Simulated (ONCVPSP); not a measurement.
# Pseudopotential generation for silicon: ONCV, LDA (Perdew-Wang 92)

Do these settings give a usable potential? It is generated, then checked for transferability, scattering, ghosts and hardness.

Program: ONCVPSP 4.0.1.1 (patched build). Reference atom: LDA (Perdew-Wang 92), scalar-relativistic, spherical and spin-unpolarised. All values are calculated.

## (1) Settings

The settings as typed:

- element: silicon (Si, Z = 14)
- type: optimised norm-conserving Vanderbilt (ONCV)
- frozen core: [Ne]
- valence charge: 4
- reference configuration: 3s2 3p2
- partial waves: 3s: rc 1.40 bohr, ncon 4, nbas 8, qcut 5.7 1/bohr, 2 projectors, debl 0.6 Ha; 3p: rc 1.50 bohr, ncon 4, nbas 8, qcut 6.6 1/bohr, 3 projectors, debl 2.4 Ha; d scattering state at 0.27 Ha: rc 1.15 bohr, ncon 4, nbas 7, qcut 9.1 1/bohr, 2 projectors, debl 0.9 Ha
- local potential: polynomial inside 1.10 bohr (lpopt 5, dvloc0 6 Ha)
- core correction: Teter function fitted to the true core (icmod 2), fcfact 0.2

The outer shells as boxes (Hund's rule for the drawing; the calculation is spin-unpolarised):

```
[Ne] core
3s [↑↓]
3p [↑ ][↑ ][  ]
```

The nodes and maxima of the atom's own shells, from an earlier all-electron run, set the scale for the radii.

All-electron outer shells of the reference configuration (LDA (PZ), scalar-relativistic, ld1.x):

| shell | level (eV) | outermost node (bohr) | outermost maximum (bohr) |
| --- | --- | --- | --- |
| 2s | -138.73 | 0.15 | 0.45 |
| 2p | -95.60 | – | 0.39 |
| 3s | -10.88 | 0.72 | 1.77 |
| 3p | -4.17 | 0.72 | 2.14 |

## (2) The generation run

Contents of Si.dat:

```
# ATOM AND REFERENCE CONFIGURATION
# atsym  z   nc   nv     iexc    psfile
  Si 14.00    3    2  -001012      upf
#
#   n    l    f
    1    0    2.00
    2    0    2.00
    2    1    6.00
    3    0    2.00
    3    1    2.00
#
# PSEUDOPOTENTIAL AND OPTIMIZATION
# lmax
    2
#
#   l,   rc,      ep,       ncon, nbas, qcut
    0    1.40    0.00    4    8    5.70
    1    1.50    0.00    4    8    6.60
    2    1.15    0.27    4    7    9.10
#
# LOCAL POTENTIAL
# lloc, lpopt,  rc(5),   dvloc0
    4    5    1.10    6.00
#
# VANDERBILT-KLEINMAN-BYLANDER PROJECTORs
# l, nproj, debl
    0    2    0.60
    1    3    2.40
    2    2    0.90
#
# MODEL CORE CHARGE
# icmod, fcfact, rcfact
    2    0.20    0.90
#
# LOG DERIVATIVE ANALYSIS
# epsh1, epsh2, depsh
   -2.00    5.00    0.02
#
# OUTPUT GRID
# rlmax, drl
    6.00    0.01
#
# TEST CONFIGURATIONS
# ncnf
    4
# nvcnf
#   n    l    f
    2
    3    0    2.00
    3    1    1.00
#
    2
    3    0    2.00
    3    1    0.00
#
    2
    3    0    1.00
    3    1    0.00
#
    2
    3    0    1.00
    3    1    2.00
#
```

Started as:

```sh
oncvpsp.x < Si.dat > Si.out
```

**Question.** What will these runs give? Wanted: cutoffs for 1 and 0.1 mHa per electron, occupied waves; bound ghosts; GHOST(+) flags; largest test error; largest phase difference near zero energy, channels read; rms error of d²Exc/dn², without and with the model core.

As calculated:

| quantity | value |
| --- | --- |
| cutoffs for 1 and 0.1 mHa per electron, occupied waves | 13 Ha and 71 Ha |
| bound ghosts | s at -118.45 eV, p at -67.26 eV |
| GHOST(+) flags | none at low energy |
| largest test error (AE − PS) | +49 meV, for 3s1 3p0 |
| largest phase difference near zero energy, channels read | 0.000 rad |
| rms error of d²Exc/dn², without and with the model core | 3.50 and 0.70 mHa |

**Reading.** It has a bound ghost (s, p), a state that the atom doesn't have, and that rules the file out. By total energies transferability is fair: the largest error is 49 meV on 58.1 eV, for 3s1 3p0. That test lies far up in energy; among those under 40 eV, nearer to bonding, the largest error is 11 meV. It counts as soft on the atom at that tolerance, with 13 Ha needed at the looser tolerance. The tighter tolerance needs 71 Ha, and converged work needs a cutoff nearer that. At the looser tolerance the 3p wave is the slowest; 3s needs 9 Ha. That counts occupied waves only; other projectors can need more. Near zero energy the phases of the channels with partial waves agree within 0.001 rad. All of this concerns the isolated atom, not yet a solid.
